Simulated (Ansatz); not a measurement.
# CH₃BClFOSi: one species, many methods

Aim: compute CH₃BClFOSi with functionals from several rungs and with coupled cluster, and see how far each lands from CCSD(T) at the basis-set limit for the atomisation energy.

The runs use Ansatz 0.2.0, Gaussian basis; functionals in def2-TZVPP, the program's frozen cores in correlated methods.

Levels to be run: PBE-D4, r2SCAN-D4, PBE0-D4, B3LYP-D4, ωB97X-V, ωB97M-V, B2PLYP; CCSD(T)/def2-TZVPP; MP2/def2-QZVPP; extrapolation to the limit.

**1. The geometry**

The geometry comes from an earlier relaxation with PBE0-D4/def2-TZVP; it is a stationary point, not always the lowest conformer.

SMILES `FC1OB(Cl)[SiH2]1`, 9 atoms, charge 0, spin multiplicity 1.

Atoms are counted from 1 here; the program's logs count them from 0.

Bond lengths: F1–C2 1.362 Å, C2–O3 1.441 Å, C2–Si6 1.940 Å, C2–H7 1.093 Å, O3–B4 1.365 Å, B4–Cl5 1.734 Å, B4–Si6 2.009 Å, Si6–H8 1.483 Å, Si6–H9 1.486 Å. Angles: F1–C2–O3 108.1°, F1–C2–Si6 115.8°, F1–C2–H7 107.8°, O3–C2–Si6 93.6°, O3–C2–H7 108.1°, Si6–C2–H7 121.5°, C2–O3–B4 104.9°, O3–B4–Cl5 122.0°, O3–B4–Si6 93.0°, Cl5–B4–Si6 145.0°, C2–Si6–B4 68.5°, C2–Si6–H8 113.7°, C2–Si6–H9 115.2°, B4–Si6–H8 121.6°, B4–Si6–H9 120.3°, H8–Si6–H9 110.7°.

**2. PBE-D4 (GGA)**

The input, in.yaml:

```yaml
crystal:
  periodic: [false, false, false]
  atoms:
    - {symbol: F, position_ang: [1.197457, -1.685149, -0.637801]}
    - {symbol: C, position_ang: [1.013649, -0.411623, -0.190363]}
    - {symbol: O, position_ang: [0.436721, 0.360184, -1.261127]}
    - {symbol: B, position_ang: [-0.773992, 0.771484, -0.783012]}
    - {symbol: Cl, position_ang: [-1.831211, 1.785516, -1.711308]}
    - {symbol: Si, position_ang: [-0.504599, -0.140918, 0.986984]}
    - {symbol: H, position_ang: [1.996068, 0.007531, 0.039545]}
    - {symbol: H, position_ang: [-1.221902, -1.392193, 1.332948]}
    - {symbol: H, position_ang: [-0.223688, 0.658869, 2.207134]}
basis:
  gaussian: {orbitals: def2-TZVPP}
hamiltonian: {xc: pbe, dispersion: d4}
output: {forces: true, orbitals: {seedname: orbitals}}
```

Run with:

```
$ ansatz run in.yaml --threads 4 --pin off --events-out ev --progress --plain --max-ram 10444MiB
```

The runs that follow: r2SCAN-D4 (meta-GGA); PBE0-D4 (hybrid); B3LYP-D4 (hybrid); ωB97X-V (range-separated); ωB97M-V (range-separated); B2PLYP (double hybrid); CCSD(T) in def2-TZVPP; MP2 in def2-QZVPP.

Before running them: what should the planned runs give, taken together? Wanted: atomisation energy, CCSD(T)/CBS; farthest; mean size of error, hybrid; mean size of error, range-separated; gap, smallest and largest; T1 diagnostic; triples share of the correlation energy.

As calculated:

| quantity | value |
| --- | --- |
| atomisation energy, CCSD(T)/CBS | 807.0 kcal/mol |
| functionals within 4.0 kcal/mol (0.5 %) | B3LYP-D4 |
| farthest | PBE-D4 (+29.3 kcal/mol) |
| mean size of error, hybrid | 4.8 kcal/mol |
| mean size of error, range-separated | 7.6 kcal/mol |
| gap, smallest and largest | 4.50 eV (PBE-D4), 11.28 eV (ωB97X-V) |
| T1 diagnostic | 0.0145 |
| triples share of the correlation energy | 4.0 % |

**Reading.** PBE-D4 misses by +29.3 kcal/mol, or 3.3 kcal/mol for each of 9 bonds. Double hybrids carry the basis error of their MP2 part in triple zeta, and no dispersion term here, so their miss is partly the set-up's. Misses under about 4.0 kcal/mol are within the doubt on the reference itself, which lacks core-valence correlation, relativity and higher excitations. Hartree-Fock recovers 71 % of the binding; the rest is correlation. The gap grows from 4.5 to 11.3 eV across the functionals, mostly with the share of exact exchange.
